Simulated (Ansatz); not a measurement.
# Br2HInO: an energy map over bond length O1–In2 and bond length In2–Br3

A grid of calculations on Br₂HInO, SMILES [OH][In]([Br])[Br], to see where the energy is lowest and how it rises around there.

The runs use Ansatz 0.2.0; RKS PBE0-D4/def2-TZVP.

## 1. Where the work starts

5 atoms, charge 0, spin multiplicity 1.

Atoms are counted from 1 here; the program's logs count them from 0.

Bond lengths: O1–In2 2.010 Å, O1–H5 0.979 Å, In2–Br3 2.494 Å, In2–Br4 2.478 Å. Angles: In2–O1–H5 108.7°, O1–In2–Br3 120.7°, O1–In2–Br4 118.3°, Br3–In2–Br4 121.1°.

As a file:

```xyz
5

O    -0.25626    1.60515   -0.05077
In   -0.11122   -0.39851   -0.11901
Br    1.76927   -1.57824    1.01862
Br   -1.84554   -1.65868   -1.36165
H     0.49366    1.95658    0.47131
```

This geometry comes from a loose relaxation at PBE in a small basis, which is not shown.

## 2. Relaxing the molecule

input.yaml reads:

```yaml
crystal:
  periodic: [false, false, false]
  atoms:
    - { symbol: O, position_ang: [-0.256262, 1.605149, -0.050772] }
    - { symbol: In, position_ang: [-0.111223, -0.398511, -0.11901] }
    - { symbol: Br, position_ang: [1.769266, -1.578245, 1.018622] }
    - { symbol: Br, position_ang: [-1.845543, -1.658676, -1.361649] }
    - { symbol: H, position_ang: [0.493662, 1.956582, 0.471309] }
basis:
  gaussian: { orbitals: def2-TZVP }
hamiltonian:
  xc: pbe0
  dispersion: d4
output:
  forces: true
relax:
  f_tol: 0.003
  max_steps: 120
```

Launch:

```sh
$ ansatz run input.yaml --threads 1 --pin off --max-ram 2560MiB --backend cpu --events-out ev --progress --plain --runs-dir out
```

Log, cut to the lines that bear on the results:

```text
Warning: RAYON_NUM_THREADS=1 ignored (pool sized by the plan → 1); use --threads N
[...]
Functional definition: PBE0
[...]
1502 factors; their error is unknown
[...]
mean field -147315.94156040 eV, -5413.7609980132 hartree, gradient 2.5e-5 eV, S^2 0.000000; 0 other end points of the search recorded, 0 dependent functions left out
[...]
reference -147315.94159589 eV, -5413.7609993173 hartree; 50, 50 occupied and 133, 133 virtual orbitals, 1502 factors
relax step   1: F+E_penalty+E_count = -147316.05982087 eV  Δ(F+E_penalty+E_count) = +0.000e0 eV  max|allowed force component| = 7.225e-1 eV/Å  Δτ_max = 0.0000 Å  (29 SCF iters, accepted)
[...]
relax step   5: F+E_penalty+E_count = -147316.11584948 eV  Δ(F+E_penalty+E_count) = -2.320e-4 eV  max|allowed force component| = 6.594e-3 eV/Å  Δτ_max = 0.0081 Å  (33 SCF iters, accepted)
[...]
relax step   6: F+E_penalty+E_count = -147316.11585271 eV  Δ(F+E_penalty+E_count) = -3.228e-6 eV  max|allowed force component| = 2.137e-4 eV/Å  Δτ_max = 0.0011 Å  (33 SCF iters, accepted)
1502 factors; their error is unknown
[...]
mean field -147315.99506110 eV, -5413.7629641276 hartree, gradient 2.6e-5 eV, S^2 0.000000; 1 other end points of the search recorded, 0 dependent functions left out
[...]
reference -147315.99509673 eV, -5413.7629654370 hartree; 50, 50 occupied and 133, 133 virtual orbitals, 1502 factors
Total energy: -147316.11588834 eV, -5413.7674044469 hartree
Atom 0 at    -0.236187     1.558031    -0.040817 Å, force     0.000201     0.000144    -0.000027 eV/Å
Atom 1 at    -0.118038    -0.400276    -0.124005 Å, force    -0.000126    -0.000154     0.000051 eV/Å
Atom 2 at     1.736772    -1.535129     1.001004 Å, force     0.000114    -0.000006     0.000013 eV/Å
Atom 3 at    -1.820545    -1.634225    -1.343236 Å, force     0.000024     0.000107     0.000007 eV/Å
Atom 4 at     0.487898     1.937898     0.465554 Å, force    -0.000214    -0.000092    -0.000045 eV/Å
Dipole moment:     0.174415     0.119249     0.124178 e Å
```

It took 57 s on 1 thread of Intel Xeon 6975P-C (Granite Rapids), shared host; peak memory 0.58 GiB.

Along the way:

```csv
step,energy from step 1 (eV),largest force component (eV/Å)
1,0.0000,0.7225
2,-0.0386,0.4457
3,-0.0555,0.0714
4,-0.0558,0.0524
5,-0.0560,0.0066
6,-0.0560,0.0002
```

Distances of close pairs at the start and the end, largest changes first:

```csv
bond,before (Å),after (Å),change (Å)
In2–Br4,2.478,2.431,-0.047
O1–In2,2.010,1.964,-0.046
In2–Br3,2.494,2.448,-0.046
O1–H5,0.979,0.962,-0.017
```

## 3. The grid

- bond length O1–In2: 7 values from 1.649 to 2.553 Å
- bond length In2–Br3: 7 values from 2.154 to 3.060 Å

Nothing else is relaxed (all other coordinates rigid). Energies count from the relaxed molecule at the same level. Points are written as (first, second).

Below, 3 of the grid's runs; all are launched alike.

## 4. The run at (1.951 Å, 2.456 Å)

input.yaml reads:

```yaml
crystal:
  periodic: [false, false, false]
  atoms:
    - { symbol: O, position_ang: [-0.236187, 1.558031, -0.040817] }
    - { symbol: In, position_ang: [-0.118798, -0.387679, -0.12347] }
    - { symbol: Br, position_ang: [1.741895, -1.526131, 1.005108] }
    - { symbol: Br, position_ang: [-1.821305, -1.621628, -1.342701] }
    - { symbol: H, position_ang: [0.487898, 1.937898, 0.465554] }
basis:
  gaussian: { orbitals: def2-TZVP }
hamiltonian:
  xc: pbe0
  dispersion: d4
output:
  forces: true
```

Launch:

```sh
$ ansatz run input.yaml --threads 1 --pin off --max-ram 2560MiB --backend cpu --events-out ev --progress --plain --runs-dir out
```

Log, cut to the lines that bear on the results:

```text
Warning: RAYON_NUM_THREADS=1 ignored (pool sized by the plan → 1); use --threads N
[...]
[... 1 set-up line as earlier in the session ...]
[...]
1502 factors; their error is unknown
[...]
mean field -147315.99303097 eV, -5413.7628895218 hartree, gradient 2.3e-5 eV, S^2 0.000000; 0 other end points of the search recorded, 0 dependent functions left out
[...]
reference -147315.99306662 eV, -5413.7628908318 hartree; 50, 50 occupied and 133, 133 virtual orbitals, 1502 factors
Total energy: -147316.11384142 eV, -5413.7673292238 hartree
Atom 0 at    -0.236187     1.558031    -0.040817 Å, force     0.005397     0.254813     0.024284 eV/Å
Atom 1 at    -0.118798    -0.387679    -0.123470 Å, force     0.067709    -0.306031     0.019495 eV/Å
Atom 2 at     1.741895    -1.526131     1.005108 Å, force    -0.065745     0.038578    -0.040073 eV/Å
Atom 3 at    -1.821305    -1.621628    -1.342701 Å, force     0.001280    -0.006122     0.000320 eV/Å
Atom 4 at     0.487898     1.937898     0.465554 Å, force    -0.008641     0.018761    -0.004026 eV/Å
Dipole moment:     0.168468     0.133574     0.121448 e Å
```

Wall time 7.6 s (1 thread of Intel Xeon 6975P-C (Granite Rapids), shared host); peak memory 0.58 GiB.

Energy on the map's scale: 0.047 kcal/mol.

## 5. Grid point (2.252 Å, 2.909 Å)

input.yaml reads:

```yaml
crystal:
  periodic: [false, false, false]
  atoms:
    - { symbol: O, position_ang: [-0.236187, 1.558031, -0.040817] }
    - { symbol: In, position_ang: [-0.100687, -0.687863, -0.136222] }
    - { symbol: Br, position_ang: [2.103203, -2.036299, 1.200518] }
    - { symbol: Br, position_ang: [-1.803194, -1.921811, -1.355452] }
    - { symbol: H, position_ang: [0.487898, 1.937898, 0.465554] }
basis:
  gaussian: { orbitals: def2-TZVP }
hamiltonian:
  xc: pbe0
  dispersion: d4
output:
  forces: true
```

Launch:

```sh
$ ansatz run input.yaml --threads 1 --pin off --max-ram 2560MiB --backend cpu --events-out ev --progress --plain --runs-dir out
```

Log, cut to the lines that bear on the results:

```text
Warning: RAYON_NUM_THREADS=1 ignored (pool sized by the plan → 1); use --threads N
[...]
[... 1 set-up line as earlier in the session ...]
[...]
1502 factors; their error is unknown
[...]
mean field -147314.69183613 eV, -5413.7150714932 hartree, gradient 5.5e-5 eV, S^2 0.000000; 0 other end points of the search recorded, 0 dependent functions left out
[...]
reference -147314.69187176 eV, -5413.7150728027 hartree; 50, 50 occupied and 133, 133 virtual orbitals, 1502 factors
Total energy: -147314.80448769 eV, -5413.7192113616 hartree
Atom 0 at    -0.236187     1.558031    -0.040817 Å, force    -0.059952    -2.878971    -0.275723 eV/Å
Atom 1 at    -0.100687    -0.687863    -0.136222 Å, force     1.511335     1.951760     1.152907 eV/Å
Atom 2 at     2.103203    -2.036299     1.200518 Å, force    -1.756921     1.104781    -1.063225 eV/Å
Atom 3 at    -1.803194    -1.921811    -1.355452 Å, force     0.109261     0.046005     0.075508 eV/Å
Atom 4 at     0.487898     1.937898     0.465554 Å, force     0.196276    -0.223575     0.110533 eV/Å
Dipole moment:    -0.136605     0.071040    -0.084035 e Å
```

Wall time 7.5 s (1 thread of Intel Xeon 6975P-C (Granite Rapids), shared host); peak memory 0.56 GiB.

Energy on the map's scale: 30.2 kcal/mol.

## 6. Point (1.649 Å, 2.456 Å)

input.yaml reads:

```yaml
crystal:
  periodic: [false, false, false]
  atoms:
    - { symbol: O, position_ang: [-0.236187, 1.558031, -0.040817] }
    - { symbol: In, position_ang: [-0.136969, -0.086498, -0.110676] }
    - { symbol: Br, position_ang: [1.723724, -1.22495, 1.017902] }
    - { symbol: Br, position_ang: [-1.839476, -1.320446, -1.329906] }
    - { symbol: H, position_ang: [0.487898, 1.937898, 0.465554] }
basis:
  gaussian: { orbitals: def2-TZVP }
hamiltonian:
  xc: pbe0
  dispersion: d4
output:
  forces: true
```

Launch:

```sh
$ ansatz run input.yaml --threads 1 --pin off --max-ram 2560MiB --backend cpu --events-out ev --progress --plain --runs-dir out
```

Log, cut to the lines that bear on the results:

```text
Warning: RAYON_NUM_THREADS=1 ignored (pool sized by the plan → 1); use --threads N
[...]
[... 1 set-up line as earlier in the session ...]
[...]
1502 factors; their error is unknown
[...]
mean field -147314.13171092 eV, -5413.6944872716 hartree, gradient 3.3e-5 eV, S^2 0.000000; 0 other end points of the search recorded, 0 dependent functions left out
[...]
reference -147314.13174736 eV, -5413.6944886106 hartree; 50, 50 occupied and 133, 133 virtual orbitals, 1502 factors
Total energy: -147314.25694813 eV, -5413.6990896540 hartree
Atom 0 at    -0.236187     1.558031    -0.040817 Å, force    -0.240609    14.745348     1.052057 eV/Å
Atom 1 at    -0.136969    -0.086498    -0.110676 Å, force     0.510680   -15.066371    -0.901245 eV/Å
Atom 2 at     1.723724    -1.224950     1.017902 Å, force     0.084286    -0.130554     0.044562 eV/Å
Atom 3 at    -1.839476    -1.320446    -1.329906 Å, force    -0.087387    -0.214613    -0.075009 eV/Å
Atom 4 at     0.487898     1.937898     0.465554 Å, force    -0.266970     0.666190    -0.120365 eV/Å
Dipole moment:     0.160511     0.411390     0.139021 e Å
```

It took 7.7 s on 1 thread of Intel Xeon 6975P-C (Granite Rapids), shared host; peak memory 0.58 GiB.

On the map this point reads 42.9 kcal/mol.

## 7. All points together

49 points were computed. Energies in kcal/mol, from the relaxed molecule at the same level:

```
bond length In2–Br3 (Å) ↓, bond length O1–In2 (Å) →  1.649  1.800  1.951  2.101  2.252  2.402  2.553
                                              3.060   66.0   32.9   24.9   29.0   38.5   49.8   61.3
                                              2.909   58.0   24.8   16.7   20.8   30.2   41.6   53.2
                                              2.758   50.6   17.2    9.0   13.0   22.5   33.8   45.4
                                              2.607   45.0   11.3    2.9    6.7   16.1   27.4   39.1
                                              2.456   42.9    8.7    0.0    3.7   13.0   24.3   35.9
                                              2.305   47.3   12.6    3.6    7.0   16.1   27.3   38.9
                                              2.154   63.4   28.0   18.5   21.6   30.5   41.5   53.0
```

The largest force on an atom (eV/Å) at each point:

| bond length In2–Br3 (Å) ↓, bond length O1–In2 (Å) → | 1.649 | 1.800 | 1.951 | 2.101 | 2.252 | 2.402 | 2.553 |
| --- | --- | --- | --- | --- | --- | --- | --- |
| 3.060 | 16.0 | 6.3 | 2.4 | 2.4 | 2.9 | 3.1 | 3.0 |
| 2.909 | 16.0 | 6.3 | 2.3 | 2.3 | 2.9 | 3.1 | 3.0 |
| 2.758 | 15.9 | 6.2 | 2.1 | 2.1 | 2.9 | 3.1 | 3.0 |
| 2.607 | 15.6 | 5.8 | 1.4 | 2.0 | 2.9 | 3.1 | 3.0 |
| 2.456 | 15.1 | 5.2 | 0.3 | 2.0 | 2.9 | 3.1 | 3.0 |
| 2.305 | 15.0 | 5.2 | 2.3 | 3.5 | 4.3 | 4.5 | 4.4 |
| 2.154 | 15.3 | 6.8 | 6.6 | 7.3 | 8.0 | 8.1 | 8.0 |

## 8. Summary of results

| quantity | value |
| --- | --- |
| lowest point | (1.951 Å, 2.456 Å), 0.047 kcal/mol |
| highest computed point | (1.649 Å, 3.060 Å), 65.9 kcal/mol above the lowest |
| largest force on an atom (eV/Å) | 0.3 at (1.951 Å, 2.456 Å) to 16.0 at (1.649 Å, 2.909 Å); 0.3 at the lowest point |
| time for the whole task | 7.6 min on 1 thread, shared host |

The lowest computed point is at (1.951 Å, 2.456 Å), 0.047 kcal/mol from the relaxed molecule at the same level. No other kind of well shows on this grid. The highest computed point, (1.649 Å, 3.060 Å), lies 65.9 kcal/mol above the lowest. Round the minimum the two coordinates are nearly uncoupled.
